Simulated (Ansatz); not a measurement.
# GaO+ (singlet): the correlation ladder at distance O1–Ga2 = 3.627 Å, cc-pVDZ

How much of the correlation energy of GaO+ (singlet) does each wave-function method recover here?

The runs use Ansatz 0.2.0, Gaussian basis; cc-pVDZ, core rule «outside noble gas», up to 15 orbitals frozen.

To be run: UHF; CCSD(T) on RHF; CCSD(T) on UHF; BCCD(T) on RHF; CISD; CCSDT(Q) on RHF; CCSDT(Q) on UHF; CCSDTQ on RHF; CCSDTQ on UHF; CASSCF and MRCISD+Q, 2 electrons in 2 orbitals; CASSCF and NEVPT2, 2 electrons in 2 orbitals; CASSCF and MRCISD+Q, 8 electrons in 8 orbitals; CASSCF and NEVPT2, 8 electrons in 8 orbitals; Full CI.

4 further runs of the same task are left out: 4 for a known fault of the program. Runs told in other sessions of the task aren't counted.

### 1 The geometry

The geometry derives from a PBE0/def2-TZVP stationary point (not a proven minimum). One bond is set to the value named and the two fragments are kept rigid. No spin-orbit coupling is included. The filled d shell of Ga may be among the frozen orbitals whatever the setting's name suggests.

2 atoms, charge 1, spin multiplicity 1.

Atoms are counted from 1 here; the program's logs count them from 0.

No contacts short enough for the rule that draws bonds.

As a file:

```xyz
2
charge 1, multiplicity 1
O     0.0000    0.0000    0.0000
Ga    0.0000    0.0000    3.6270
```

### 2 UHF

in.yaml reads:

```yaml
crystal:
  periodic: [false, false, false]
  atoms:
    - {symbol: O, position_ang: [0.000000, 0.000000, 0.000000]}
    - {symbol: Ga, position_ang: [0.000000, 0.000000, 3.627000]}
basis:
  gaussian: {orbitals: cc-pVDZ}
total_charge: 1
magnetization: {spin_polarized: true, initial_magnetization: 0}
hamiltonian: {xc: hf}
output: {orbitals: {seedname: orbitals}}
```

Command:

```
> ansatz run in.yaml --threads 1 --pin off --events-out ev --progress --plain --max-ram 2816MiB --backend cpu
```

The runs that follow: CCSD(T) on RHF; CCSD(T) on UHF; BCCD(T) on RHF; CISD; CCSDT(Q) on RHF; CCSDT(Q) on UHF; CCSDTQ on RHF; CCSDTQ on UHF; CASSCF and MRCISD+Q, 2 electrons in 2 orbitals; CASSCF and NEVPT2, 2 electrons in 2 orbitals; CASSCF and MRCISD+Q, 8 electrons in 8 orbitals; CASSCF and NEVPT2, 8 electrons in 8 orbitals; Full CI.

Q: Predict the results of all the runs planned. Wanted: FCI from the RHF energy; RMP2 from FCI; RCCSD from FCI; RCCSD(T) from FCI; RCCSDT(Q) from FCI; NEVPT2 pair from FCI; MRCISD+Q pair from FCI; NEVPT2 valence from FCI; T1 diagnostic.

As calculated:

```
                         quantity                                                        value
          FCI from the RHF energy                                                   -5.5422 eV
                    RMP2 from FCI                                                +157.1 kJ/mol
                   RCCSD from FCI                                                 +34.5 kJ/mol
                RCCSD(T) from FCI                                                 +15.6 kJ/mol
               RCCSDT(Q) from FCI                                                  -0.2 kJ/mol
             NEVPT2 pair from FCI                                                 +71.2 kJ/mol
           MRCISD+Q pair from FCI                                                  -2.9 kJ/mol
          NEVPT2 valence from FCI                                                 +70.0 kJ/mol
levels within 1 kcal/mol (43 meV)  RCCSDT, RCCSDT(Q), RCCSDTQ, MRCISD+Q pair, MRCISD+Q valence
                    T1 diagnostic                                                        0.005
   effectively unpaired electrons                                                         2.05
```

What this shows: RCCSD(T) misses by +15.6 kJ/mol, 2.9 % of the correlation energy. MRCISD+Q pair, MRCISD+Q valence fall below full CI: the +Q correction isn't variational, and the cores differ from full CI's. With 2.1 effectively unpaired electrons against 0 the state is strongly multireference. Of the multireference levels listed MRCISD+Q valence comes nearest in total energy (-1.3 kJ/mol), which doesn't show that its space is the better one. These misses are within one basis, not against nature.

The restricted and unrestricted ladders end 2.17 eV apart at CCSDT(Q), which points to two states or an unsound top rung; rows of one don't measure the error of the other.
